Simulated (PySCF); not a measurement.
**[GdF3(NH3)]−: other functionals and bases at one geometry**

Aim: see how levels, charges and forces of [GdF3(NH3)]− depend on the level of theory. The species was built from a template and needn't be a known compound.

Program: PySCF 2.14.0. Level of theory: several levels, as the steps say, no spin–orbit coupling. These are calculated values, not measurements.

1 further run of the same task is left out (for a known fault of the program).

## (1) Where the work starts

8 atoms, charge -1, spin multiplicity 1.

Bond lengths: Gd1–F2 2.228 Å, Gd1–F3 2.228 Å, Gd1–F4 2.228 Å, Gd1–N5 2.733 Å, N5–H6 1.018 Å, N5–H7 1.018 Å, N5–H8 1.018 Å. Angles: F2–Gd1–F3 119.8°, F2–Gd1–F4 119.8°, F2–Gd1–N5 92.7°, F3–Gd1–F4 119.8°, F3–Gd1–N5 92.7°, F4–Gd1–N5 92.7°, Gd1–N5–H6 110.9°, Gd1–N5–H7 110.9°, Gd1–N5–H8 110.9°, H6–N5–H7 108.0°, H6–N5–H8 108.0°, H7–N5–H8 108.0°.

Coordinates:

```
Gd    0.1542   -0.1542    0.1542
F     1.1239    1.6018    1.1239
F    -1.6018   -1.1239    1.1239
F     1.1239   -1.1239   -1.6018
N    -1.4239    1.4239   -1.4239
H    -2.0215    2.0215   -0.8567
H    -0.8567    2.0215   -2.0215
H    -2.0215    0.8567   -2.0215
```

Formal oxidation states: Gd +2. Each metal's 8 4f electrons lie in its core potential, so multiplicities, spins and levels count the valence alone. For divalent La, Ce, Gd or Lu the extra electron is normally 5d or 6s, so this core forces an excited configuration. An earlier session relaxed this geometry at PBE0, Gd lcecp-0-SVP with ECP54, F def2-SVP, N def2-SVP, H def2-SVP (singlet, point group C3v).

At PBE0 on the finer grid: E = -385.599433 Eh, frontier levels not given, since the 4f levels lie in the core, Mulliken charge on Gd1 +0.64 e, largest force component 0.002 eV/Å. 

Levels to run: revPBE; CAM-B3LYP; PBE0, TZVP. Hardware: 2 threads of Arm Neoverse V2, shared host.

## (2) revPBE

File run.py (the lines that set the calculation):

```python
mol = gto.M(atom='''
Gd     0.15422    -0.15422     0.15422
F      1.12393     1.60177     1.12393
F     -1.60177    -1.12393     1.12393
F      1.12393    -1.12393    -1.60177
N     -1.42394     1.42394    -1.42394
H     -2.02148     2.02148    -0.85667
H     -0.85667     2.02148    -2.02148
H     -2.02148     0.85667    -2.02148''',
    basis={'Gd': 'lcecp-0-SVP', 'F': 'def2-SVP', 'N': 'def2-SVP', 'H': 'def2-SVP'},
    ecp={'Gd': 'lcecp-0-SVP'},
    charge=-1, spin=0)
mf = dft.RKS(mol, xc='PBE_R,PBE')
mf.grids.atom_grid = (75, 302)  # f atoms: unpruned, at least (60, 302)
mf = mf.density_fit()  # fitting sets: Gd AutoAux, F def2-universal-JKFIT, N def2-universal-JKFIT, H def2-universal-JKFIT
mf.conv_tol = 1e-08; mf.max_cycle = 55
mf.kernel(dm0)  # dm0: the density of the relaxed state
```

Run with:

```sh
$ OMP_NUM_THREADS=2 python run.py
```

## (3) CAM-B3LYP

run.py (the lines that set the calculation): that of step 2 with these lines changed.

```diff
@@ -12,3 +12,3 @@
     charge=-1, spin=0)
-mf = dft.RKS(mol, xc='PBE_R,PBE')
+mf = dft.RKS(mol, xc='CAMB3LYP')
 mf.grids.atom_grid = (75, 302)  # f atoms: unpruned, at least (60, 302)
```

## (4) PBE0, TZVP

Basis: Gd lcecp-0-TZVP with ECP54, F def2-TZVP, N def2-TZVP, H def2-TZVP. 

run.py (the lines that set the calculation): that of step 3 with these lines changed.

```diff
@@ -9,6 +9,6 @@
 H     -2.02148     0.85667    -2.02148''',
-    basis={'Gd': 'lcecp-0-SVP', 'F': 'def2-SVP', 'N': 'def2-SVP', 'H': 'def2-SVP'},
-    ecp={'Gd': 'lcecp-0-SVP'},
+    basis={'Gd': 'lcecp-0-TZVP', 'F': 'def2-TZVP', 'N': 'def2-TZVP', 'H': 'def2-TZVP'},
+    ecp={'Gd': 'lcecp-0-TZVP'},
     charge=-1, spin=0)
-mf = dft.RKS(mol, xc='CAMB3LYP')
+mf = dft.RKS(mol, xc='PBE0')
 mf.grids.atom_grid = (75, 302)  # f atoms: unpruned, at least (60, 302)
@@ -16,2 +16,2 @@
 mf.conv_tol = 1e-08; mf.max_cycle = 55
-mf.kernel(dm0)  # dm0: the density of the relaxed state
+mf.kernel(dm0)  # dm0: free metal ions and neutral atoms
```

Before running it: what results should come out? Wanted: for each run, charge on Gd1; dipole; largest force.

The runs gave:

| level | state | charge on Gd1 (e) | dipole (D) | largest force (eV/Å) | basis functions | time |
| --- | --- | --- | --- | --- | --- | --- |
| PBE0 (relaxed here) | singlet | 0.64 | 4.49 | 0.00 | 102 | 12 s |
| revPBE | singlet | 0.41 | 4.44 | 0.25 | 102 | 4.6 s |
| CAM-B3LYP | singlet | 0.60 | 4.52 | 0.05 | 102 | 5.7 s |
| PBE0, TZVP | singlet | 1.13 | 4.25 | 0.26 | 189 | 12 s |

Times are on 2 threads of Arm Neoverse V2, shared host; the first row also made further properties. The dipole of a charged species depends on the origin, so these sizes hold for this origin alone.

The largest leftover force, 0.26 eV/Å with PBE0, TZVP, stands at a geometry relaxed at another level. The Mulliken charge on Gd spans +0.41 to +1.13 e over the levels. With 4f in the core, its levels are missing from HOMO and gap. Total energies of different levels can't be compared. Spin–orbit coupling is left out throughout.
